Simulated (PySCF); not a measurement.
# CH7AsBP: the cost of one run

Computed with PySCF 2.14.0, with density-fitted response routines of our own, on a single molecule in the gas phase. Atoms are numbered from 0 throughout.

## 1. The starting structure

11 atoms, charge 0, multiplicity 1; geometry from: GFN2-xTB. The atoms were then displaced at random by about 0.01 Å, so the start is not that level's minimum.

Bonds of the start (Å): C0–B1 1.59, B1–P2 1.89, B1–As3 2.05, C0–H4 1.11, C0–H5 1.09, C0–H6 1.07, P2–H7 1.40, P2–H8 1.38, As3–H9 1.48, As3–H10 1.48.

## 2. Optimising the geometry at PBE0-D3(BJ)/def2-SVP

The job: settings as JSON, then the geometry in Å.

```
{"job": {"xc": "PBE0", "basis": "def2-SVP", "d3": "d3bj", "grid": 1, "shake": 0.01, "kind": "geom"}, "charge": 0, "multiplicity": 1}
C     -0.353490    -1.363240     0.522520
B     -0.007540     0.092770    -0.019500
P     -1.165400     0.985280    -1.219960
As     1.743160     1.002760     0.539410
H     -1.317030    -1.744920     0.127750
H     -0.448280    -1.312350     1.606810
H      0.420040    -2.065310     0.289790
H     -1.019320     2.275840    -0.697470
H     -2.376750     0.729640    -0.613740
H      2.584450    -0.188720     0.260570
H      1.978270     1.562410    -0.811830
```

Launch:

```
> OMP_NUM_THREADS=1 python probes_run.py task.json out
```

This one command runs all jobs of the session in turn.

Q: Estimate the wall time and peak memory of this first job on 1 thread of Arm Neoverse V1, shared host.

About 30 s, with a peak of 0.46 GiB.
